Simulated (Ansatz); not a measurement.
# TaRu: a tetragonal deformation path, part 2 of 2

Aim: for TaRu, follow a tetragonal deformation at fixed volume.

Ansatz 0.2.0; DFT PBEsol, scalar-relativistic, plane waves, PAW.

### 13 ρ = 1.500

File input.yaml:

```yaml
crystal:
  lattice:
    - [2.7841009411, 0.0, 0.0]
    - [0.0, 2.7841009411, 0.0]
    - [0.0, 0.0, 4.1761514117]
  atoms:
    - { symbol: Ta, position: [0.5, 0.5, 0.5] }
    - { symbol: Ru, position: [0.0, 0.0, 0.0] }
basis:
  ecutwfc: 420
kpoints:
  mp_grid: { grid: [16, 16, 16] }
hamiltonian:
  xc: pbesol
scf:
  occupations: { method: gaussian, width: 0.15 }
output:
  forces: true
  stress: true
  eigenvalues: true
```

Launch:

```console
$ ansatz run input.yaml --threads 1 --pin off --max-ram 2560MiB --backend cpu --events-out ev --progress --plain --runs-dir out
```

Output, cut to the lines that bear on the results:

```text
[...]
SCF converged after 7 iterations
Free energy (F): -15623.030663 eV
[...]
E sigma→0 (E₀):  -15623.018354 eV
Entropy (-TS):   -0.024619 eV (-12.310 meV/atom)
Fermi energy:    19.933204 eV
[...]
--- Forces (eV/Å), atoms counted from 1 ---
  atom   1  Ta     0.00000000    -0.00000000    -0.00000000
  atom   2  Ru    -0.00000000     0.00000000     0.00000000
[...]
--- Stress (GPa, compression-positive) ---
       -3.900424      -0.000000       0.000000
       -0.000000      -3.900424       0.000000
        0.000000       0.000000     -23.870897
  P = ⅓ Tr σ = -10.5572 GPa (-105.572 kbar)
--- Band table (eV; the first three rows and the last of 405) ---
  k-point 0: bands = ["-52.2482", "-47.5603", "-22.2817", "-22.0565", "-22.0565", "-14.1020", "-13.5741", "-13.5741", "12.0839", "14.8932", "15.6429", "18.7913", "18.9345", "18.9345", "20.8113", "21.1148", "22.6699", "25.1988", "25.1988"]
[...]
```

Run time: 15 s. Hardware: 1 thread of Arm Neoverse V1, shared host; peak memory 0.47 GiB.

### 14 ρ = 0.960

input.yaml, as its differences from that of step 13:

```diff
@@ -2,5 +2,5 @@
   lattice:
-    - [2.7841009411, 0.0, 0.0]
-    - [0.0, 2.7841009411, 0.0]
-    - [0.0, 0.0, 4.1761514117]
+    - [3.23066296, 0.0, 0.0]
+    - [0.0, 3.23066296, 0.0]
+    - [0.0, 0.0, 3.1014364416]
   atoms:
```

Launch:

```console
$ ansatz run input.yaml --threads 1 --pin off --max-ram 2560MiB --backend cpu --events-out ev --progress --plain --runs-dir out
```

Output, cut to the lines that bear on the results:

```text
[...]
SCF converged after 6 iterations
Free energy (F): -15623.496537 eV
[...]
E sigma→0 (E₀):  -15623.480510 eV
Entropy (-TS):   -0.032054 eV (-16.027 meV/atom)
Fermi energy:    20.886623 eV
[...]
--- Forces (eV/Å), atoms counted from 1 ---
  atom   1  Ta     0.00000000    -0.00000000    -0.00000000
  atom   2  Ru     0.00000000     0.00000000     0.00000000
[...]
--- Stress (GPa, compression-positive) ---
      -10.206128      -0.000000       0.000000
       -0.000000     -10.206128      -0.000000
        0.000000      -0.000000     -12.464466
  P = ⅓ Tr σ = -10.9589 GPa (-109.589 kbar)
--- Band table (eV; the first three rows and the last of 405) ---
  k-point 0: bands = ["-52.1448", "-47.6890", "-22.1498", "-22.1498", "-22.1249", "-14.0509", "-14.0509", "-13.9903", "12.1239", "15.0762", "15.1534", "18.3594", "18.7346", "18.7346", "21.6029", "22.1842", "24.9177", "24.9177", "24.9644"]
[...]
```

Run time: 15 s. Hardware: 1 thread of Arm Neoverse V1, shared host; peak memory 0.47 GiB.

### 15 Point ρ = 1.050

input.yaml, as its differences from that of step 14:

```diff
@@ -2,5 +2,5 @@
   lattice:
-    - [3.23066296, 0.0, 0.0]
-    - [0.0, 3.23066296, 0.0]
-    - [0.0, 0.0, 3.1014364416]
+    - [3.1355877839, 0.0, 0.0]
+    - [0.0, 3.1355877839, 0.0]
+    - [0.0, 0.0, 3.2923671731]
   atoms:
@@ -20 +20,5 @@
   eigenvalues: true
+  write_density: true
+  write_potential: true
+  elf: true
+  volumetric_format: npy
```

Launch:

```console
$ ansatz run input.yaml --threads 1 --pin off --max-ram 2560MiB --backend cpu --events-out ev --progress --plain --runs-dir out
```

Output:

```text
Warning: RAYON_NUM_THREADS=1 ignored (pool sized by the plan → 1); use --threads N
Engine: ansatz 0.2.0, aarch64-unknown-linux-gnu
[... 4 set-up lines as earlier in the session ...]
  exchange = pbesol_x
  correlation = pbesol_c
Crystal: 2 atoms, lattice volume = 32.370 Å³
Basis set: ecut = 420 eV, 627 PW (Γ), exchange–correlation on 48×48×48 points (8 copies of the dense FFT grid, shifted against one another)
Bands: 19, of which v1, the nominal top of the filled ones, is band 15 counted from 1 (14 counted from 0)
[... 2 set-up lines as earlier in the session ...]
k-points: 405 of 4096
Non-local potential: Ta, projectors of the file, l = 0: 3, l = 1: 2, l = 2: 2, l = 3: 1
Non-local potential: Ru, projectors of the file, l = 0: 3, l = 1: 2, l = 2: 2, l = 3: 1
PAW form: soft (Blöchl's): semilocal exchange-correlation on the pseudo side does not see the compensation charge
PAW frozen core: Ta, regenerated for the run's functional, and the local potential with it (the file was generated under x = pbe(κ = 0.804, μ = 0.2195149727645171), c = pbe(β = 0.06672455060314922))
PAW frozen core: Ru, regenerated for the run's functional, and the local potential with it (the file was generated under x = pbe(κ = 0.804, μ = 0.2195149727645171), c = pbe(β = 0.06672455060314922))
PAW one-centre angular grid: Ta, 590 points (default); XC on 64 Gauss nodes
PAW one-centre angular grid: Ru, 590 points (default); XC on 64 Gauss nodes
Initial density: superposition of atomic densities (neutral atoms: chi_scale 0, normalization atom), corrected by the library's trained network
Initial wavefunctions: pseudopotential atomic-orbital guess
Functional: x = pbesol(κ = 0.804, μ = 0.12345679012345678), c = pbesol(β = 0.046)
SCF iter   1: F=—  HF=-15623.517196 eV  |F-HF|=—  |Δ(HF+E_count)|=         —  Δρ=1.14e-2  dr2=5.97e-2  ethr=1.77e-3  ⟨swp⟩=5.0  Hψ=31222  notcnv=0
preconditioner: auto → none  [metal: Δε(μ)=0.010 eV  Ē_g=5.412 eV  σ=0.150 eV  W_gap=0.04  n_scr=6 (ndim 8)  ℏωp=23.5 eV  f_vac=0.000  D(μ)=2.46/eV (n_scr^D=26)  sad-step TF]
SCF iter   2: F=—  HF=-15623.513911 eV  |F-HF|=—  |Δ(HF+E_count)|=   3.29e-3  Δρ=6.91e-3  dr2=2.51e-2  ethr=2.06e-4  ⟨swp⟩=1.0  Hψ=10940  notcnv=0
SCF iter   3: F=—  HF=-15623.511276 eV  |F-HF|=—  |Δ(HF+E_count)|=   2.63e-3  Δρ=1.24e-3  dr2=5.78e-4  ethr=8.65e-5  ⟨swp⟩=1.1  Hψ=7719  notcnv=0
SCF iter   4: F=—  HF=-15623.511196 eV  |F-HF|=—  |Δ(HF+E_count)|=   8.03e-5  Δρ=2.39e-4  dr2=7.78e-6  ethr=1.99e-6  ⟨swp⟩=2.1  Hψ=13017  notcnv=0
SCF iter   5: F=—  HF=-15623.511197 eV  |F-HF|=—  |Δ(HF+E_count)|=   6.88e-7  Δρ=2.02e-5  dr2=1.21e-7  ethr=2.68e-8  ⟨swp⟩=2.0  Hψ=13534  notcnv=0
SCF iter   6: F=-15623.511197 eV  HF=-15623.511197 eV  |F-HF|=9.86e-9  |Δ(HF+E_count)|=   2.71e-8  Δρ=6.77e-6  dr2=1.31e-8  ethr=3.45e-10  ⟨swp⟩=8.6  Hψ=46975  notcnv=0
SCF 1 converged in 6 iterations: F = -15623.511197 eV  dr2 = 1.31e-8
SCF converged after 6 iterations
Free energy (F): -15623.511197 eV
Harris-Foulkes:  -15623.511197 eV  (|F-HF|=9.86e-9)
Internal energy: -15623.482909 eV  (E = F + TS)
E sigma→0 (E₀):  -15623.497053 eV
Entropy (-TS):   -0.028287 eV (-14.144 meV/atom)
Fermi energy:    20.875205 eV
--- Per-component energies (eV) ---
  E_band       = -191.322948
  E_kinetic    = 878.213097
  E_local      = -1964.957658  (includes V_loc(G=0)·N_el)
  E_nonlocal   = 361.622915
  E_hartree    = 656.425035
  E_xc         = -405.808716
  E_vxc        = -441.618888  (∫ρ·V_xc dr)
  E_paw        = -11671.782392  (= ΣΔE_a)
  E_vpaw       = -337.432838  (= ΣTr[D̂ρ^β])
  E_aug_tail   = -0.000062  (compensation charges beyond the density's cutoff)
  E_ewald      = -3477.662072
  E_core_change = 0.466942  (= ΣΔE_core)
  E_smearing   = -0.028287  (= −TS)
  E_closure    = 0.000000  (closes the sum)
  Σ components = -15623.511197   (vs F -15623.511197, Δ=0.00e0)
--- Forces (eV/Å), atoms counted from 1 ---
  atom   1  Ta     0.00000000     0.00000000     0.00000000
  atom   2  Ru    -0.00000000     0.00000000     0.00000000
  max |Σ_I F_I| component: 1.97e-30 eV/Å
--- Stress (GPa, compression-positive) ---
      -13.241608       0.000000       0.000000
        0.000000     -13.241608       0.000000
        0.000000       0.000000      -6.724879
  P = ⅓ Tr σ = -11.0694 GPa (-110.694 kbar)
--- Band table (eV; the first three rows and the last of 405) ---
  k-point 0: bands = ["-52.1567", "-47.6893", "-22.1555", "-22.1555", "-22.1446", "-14.0696", "-14.0105", "-14.0105", "12.1239", "15.0723", "15.1526", "18.4773", "18.4773", "18.8737", "21.5494", "22.2122", "24.8933", "24.9545", "24.9545"]
  k-point 1: bands = ["-52.1564", "-47.6892", "-22.1550", "-22.1550", "-22.1469", "-14.0791", "-14.0108", "-14.0108", "12.2041", "15.1297", "15.1925", "18.4794", "18.4794", "18.8982", "21.4544", "22.2264", "24.6931", "24.6931", "24.8411"]
  k-point 2: bands = ["-52.1558", "-47.6888", "-22.1535", "-22.1535", "-22.1532", "-14.1058", "-14.0114", "-14.0114", "12.4410", "15.2941", "15.3114", "18.4880", "18.4880", "18.9699", "21.1828", "22.2595", "24.0862", "24.0862", "24.6915"]
  k-point 404: bands = ["-52.1340", "-47.6542", "-22.2513", "-22.2513", "-22.1829", "-14.3226", "-14.3226", "-14.2430", "17.0658", "17.2841", "17.2841", "17.8042", "18.0901", "18.0901", "20.5223", "20.7594", "24.8065", "25.3817", "27.8422"]
```

It took 16 s on 1 thread of Arm Neoverse V1, shared host; peak memory 0.46 GiB.

Density in a lattice plane of the grid's cell (edges 3.14 and 3.29 Å, at 0.000 of the third edge), which holds Ru.

Values in e/Å³, 12 rows by 12 columns:
```
 9.08  7.95  4.70  1.49  0.50  0.29  0.25  0.29  0.50  1.49  4.70  7.95
 5.37  4.44  2.43  0.84  0.41  0.28  0.25  0.28  0.41  0.84  2.43  4.44
 1.71  1.39  0.84  0.47  0.32  0.26  0.25  0.26  0.32  0.47  0.84  1.39
 0.50  0.46  0.38  0.31  0.27  0.25  0.24  0.25  0.27  0.31  0.38  0.46
 0.26  0.26  0.25  0.25  0.24  0.24  0.24  0.24  0.24  0.25  0.25  0.26
 0.23  0.23  0.23  0.23  0.23  0.23  0.23  0.23  0.23  0.23  0.23  0.23
 0.26  0.26  0.25  0.25  0.24  0.24  0.24  0.24  0.24  0.25  0.25  0.26
 0.50  0.46  0.38  0.31  0.27  0.25  0.24  0.25  0.27  0.31  0.38  0.46
 1.71  1.39  0.84  0.47  0.32  0.26  0.25  0.26  0.32  0.47  0.84  1.39
 5.37  4.44  2.43  0.84  0.41  0.28  0.25  0.28  0.41  0.84  2.43  4.44
 9.08  7.95  4.70  1.49  0.50  0.29  0.25  0.29  0.50  1.49  4.70  7.95
10.10  9.18  5.73  1.88  0.56  0.30  0.25  0.30  0.56  1.88  5.73  9.18
```
Columns run along the first of these edges and rows up along the second, over one cell in 12 and 12 even steps from the bottom left corner. Atoms in the plane (fractional): Ru at (0.00, 0.00).

ELF in the same plane.

Ten even steps from '0' (0.14) to '9' (0.66):
```
3579963112343211369975
7899863112454211368998
9999742123454321247999
8876532234565432235678
5443322345565543223344
1112223455555554322211
0112234555555555432211
1223445554444455544322
2334455544444445554433
3334455544434445554433
2334455544444445554433
1223445554444455544322
0112234555555555432211
1112223455555554322211
5443322345565543223344
8876532234565432235678
9999742123454321247999
7899863112454211368998
3579963112343211369975
0269963101343101369962
```
Columns run along the first of these edges and rows up along the second, over one cell in 22 and 20 even steps from the bottom left corner. Atoms in the plane (fractional): Ru at (0.00, 0.00).

Both are smooth fields of the valence electrons: close to the nuclei they are not physical.

Maxima of ELF outside the ion cores: 0.46 between the atoms, 1.7 Å from Ru.

### 16 Results of the scan

All points in order; energies are free energies above the reference cell:

```
    ρ  ΔE (meV/atom)  pressure (GPa)  space group
0.650          845.8            10.4       P4/mmm
0.707          540.7             1.3       P4/mmm
0.780          247.9            -6.1       P4/mmm
0.850           63.7            -9.6       P4/mmm
0.920           -4.0           -10.7       P4/mmm
0.960           -6.3           -11.0       P4/mmm
1.000            0.0           -11.0        Pm-3m
1.050          -13.7           -11.1       P4/mmm
1.100          -30.3           -11.0       P4/mmm
1.200           -6.7           -10.6       P4/mmm
1.300           72.0           -10.6       P4/mmm
1.414          156.3           -10.9       P4/mmm
1.500          226.6           -10.6       P4/mmm
```

### 17 Results

The summary covers parts 1 to 2.

```
     quantity                        value
highest point  845.8 meV/atom at ρ = 0.650
```

**Reading.** The undisturbed cell is not the lowest point: the energy is 30.3 meV/atom lower at ρ = 1.100; the cell was taken as given and not relaxed at this level. Further dips among the sampled points: ρ = 0.960 (-6.3 meV/atom); whether they survive relaxation was not tested. Spin-orbit coupling is left out for Ta.
